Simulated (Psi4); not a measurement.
# SiHBr (SMILES [SiH]Br) at MP3/def2-TZVP

What is the vertical singlet–triplet gap of SiHBr at MP3/def2-TZVP? 

Program for the calculation: Psi4 1.11.

2 further runs of the same task are left out: 2 set aside as unsound or not needed.

## (1) The molecule

SiHBr has 3 atoms, charge 0, and is taken as a singlet. SMILES: `[SiH]Br`. The coordinates come from a PBE0-D4/def2-TZVP relaxation.

Bond lengths: Si1–Br2 2.245 Å, Si1–H3 1.527 Å. Angles: Br2–Si1–H3 94.0°.

## (2) A single-point energy at MP3/def2-TZVP

Contents of job.dat:

```
memory 1.6 GB

molecule mol {
  0 1
  Si    -0.624700     0.521900    -0.296100
  Br     1.340900     0.401500     0.781400
  H     -0.727100    -0.988300    -0.498600
  symmetry c1
  no_reorient
  no_com
}

set basis def2-TZVP
set puream true
set e_convergence 1e-09
set d_convergence 1e-08
set scf_type pk
set num_frozen_docc 14
set mp_type conv

energy_value, wavefunction = energy("mp3", return_wfn=True)
```

Launch:

```sh
$ psi4 job.dat job.out -n 1
```

job.out:

```text
[...]
  Running in c1 symmetry.
[...]
  Nuclear repulsion =  126.973584171130412
[...]
  Multiplicity = 1
[...]
  Nalpha       = 25
  Nbeta        = 25
[...]
    Number of basis functions: 91
[...]
   @RHF iter   1: -2861.71023251988072   -1.96308e+00   1.33188e-02 DIIS/ADIIS
[...]
   @RHF iter  11: -2861.93171642074822   -1.81899e-12   4.74883e-09 DIIS
[...]
    Orbital Energies [Eh]
    ---------------------
    Doubly Occupied:
       1A   -490.016190     2A    -68.839921     3A    -65.159174
       4A    -58.513772     5A    -58.513465     6A    -58.513058
       7A     -9.832872     8A     -7.442598     9A     -7.440364
      10A     -7.438633    11A     -6.184038    12A     -4.285655
      13A     -4.285339    14A     -4.284090    15A     -3.184436
      16A     -3.183593    17A     -3.181467    18A     -3.178808
      19A     -3.178538    20A     -1.014309    21A     -0.662946
      22A     -0.489958    23A     -0.435235    24A     -0.433847
      25A     -0.346008
[...]
  @RHF Final Energy: -2861.93171642074822
   => Energetics <=
    Nuclear Repulsion Energy =            126.9735841711304118
    One-Electron Energy =               -4237.7339764131393167
    Two-Electron Energy =                1248.8286758212600489
    Total Energy =                      -2861.9317164207486712
[...]
 Multipole Moments:
 ------------------------------------------------------------------------------------
     Multipole            Electronic (a.u.)      Nuclear  (a.u.)        Total (a.u.)
 ------------------------------------------------------------------------------------
 L = 1.  Multiply by 2.5417464519 to convert [e a0] to [Debye]
 Dipole X            :        -71.2507748           70.7864950           -0.4642797
 Dipole Y            :        -38.5979283           38.4952330           -0.1026954
 Dipole Z            :        -43.1733967           42.9062317           -0.2671650
 Magnitude           :                                                    0.5454165
[...]
	SCS-MP2 Total Energy (a.u.)        : -2862.28928684110724
	SOS-MP2 Total Energy (a.u.)        : -2862.28286547209018
[...]
	SOS-PI-MP2 Total Energy (a.u.)     : -2862.30987693757788
[...]
	MP2 Total Energy (a.u.)            : -2862.30212957914273
[...]
	SCS-MP3 Total Energy (a.u.)        : -2862.29384390438145
[...]
	MP3 Total Energy (a.u.)            : -2862.32035783224001
[...]
```

Run time: 6.3 s. Hardware: 1 thread of Intel Xeon 6975P-C (Granite Rapids), shared host; peak memory 0.59 GiB.

## (3) The triplet

Contents of job.dat:

```
memory 1.6 GB

molecule geom {
  0 3
  Si
  Br 1 r2
  H 1 r3 2 a3

  r2 = 2.244791
  r3 = 1.527153
  a3 = 93.97501
  symmetry c1
}

set {
  basis def2-TZVP
  reference uhf
  puream true
  e_convergence 1e-09
  d_convergence 1e-08
  scf_type pk
  num_frozen_docc 14
  maxiter 200
  mp_type conv
}

energy_value, wavefunction = energy('mp3', return_wfn=True)
```

Launch:

```sh
$ psi4 -n 1 job.dat job.out
```

job.out:

```text
[...]
  Running in c1 symmetry.
[...]
  Nuclear repulsion =  126.973573387480513
[...]
  Multiplicity = 3
[...]
  Nalpha       = 26
  Nbeta        = 24
[...]
    Number of basis functions: 91
[...]
   @UHF iter   1: -2861.65879078469106   -1.91164e+00   1.33237e-02 DIIS/ADIIS
[...]
   @UHF iter  15: -2861.89490027540887   -2.18279e-11   8.86948e-09 DIIS
[...]
   @S^2 Observed:                2.009389147E+00
[...]
    Orbital Energies [Eh]
    ---------------------
    Alpha Occupied:
       1A   -490.016541     2A    -68.846885     3A    -65.159137
       4A    -58.514413     5A    -58.513376     6A    -58.513064
       7A     -9.833218     8A     -7.444376     9A     -7.439623
      10A     -7.439202    11A     -6.193881    12A     -4.306006
      13A     -4.299838    14A     -4.293358    15A     -3.185379
      16A     -3.183295    17A     -3.183271    18A     -3.177688
      19A     -3.177686    20A     -1.019093    21A     -0.713519
      22A     -0.507650    23A     -0.457266    24A     -0.453430
      25A     -0.404233    26A     -0.308281
    Alpha Virtual:
[...]
  @UHF Final Energy: -2861.89490027540887
   => Energetics <=
    Nuclear Repulsion Energy =            126.9735733874805135
    One-Electron Energy =               -4237.6174257454267718
    Two-Electron Energy =                1248.7489520825374711
    Total Energy =                      -2861.8949002754088724
  UHF NO Occupations:
  HONO-2 :   24  A 1.9972789
  HONO-1 :   25  A 1.0000000
[...]
 Multipole Moments:
 ------------------------------------------------------------------------------------
     Multipole            Electronic (a.u.)      Nuclear  (a.u.)        Total (a.u.)
 ------------------------------------------------------------------------------------
 L = 1.  Multiply by 2.5417464519 to convert [e a0] to [Debye]
 Dipole X            :          1.6413917           -1.5344713            0.1069204
 Dipole Y            :         -6.0346685            6.7627357            0.7280672
 Dipole Z            :         -0.0000000            0.0000000           -0.0000000
 Magnitude           :                                                    0.7358762
[...]
	SCS-MP2 Total Energy (a.u.)        : -2862.22626623204496
	SOS-MP2 Total Energy (a.u.)        : -2862.21688427733579
[...]
	SOS-PI-MP2 Total Energy (a.u.)     : -2862.24165227748381
[...]
	MP2 Total Energy (a.u.)            : -2862.24503014146330
[...]
	SCS-MP3 Total Energy (a.u.)        : -2862.23008076483075
[...]
	MP3 Total Energy (a.u.)            : -2862.26028827260643
[...]
```

Run time: 11 s. Hardware: 1 thread of Intel Xeon 6975P-C (Granite Rapids), shared host; peak memory 0.59 GiB.

## (4) What came out

Level: MP3/def2-TZVP, 14 core orbitals frozen.

| quantity | value |
| --- | --- |
| singlet: total energy | -2862.32036 Eh |
| singlet: HOMO energy (Hartree–Fock orbitals) | -9.42 eV |
| singlet: LUMO energy (Hartree–Fock orbitals) | 0.07 eV |
| singlet: HOMO–LUMO gap (Hartree–Fock orbitals) | 9.49 eV |
| singlet: correlation energy (14 core orbitals frozen) | -388.6 mEh |
| triplet: total energy | -2862.26029 Eh |
| triplet: HOMO energy (Hartree–Fock orbitals) (highest over α and β) | -8.39 eV |
| triplet: LUMO energy (Hartree–Fock orbitals) (lowest over α and β) | -0.61 eV |
| triplet: correlation energy (14 core orbitals frozen) | -365.4 mEh |
| triplet: ⟨S²⟩ of the reference determinant | 2.009 |
| vertical energy of the triplet above the singlet | 1.635 eV |

In words: At this shape the triplet lies 1.63 eV (38 kcal/mol) above the singlet.
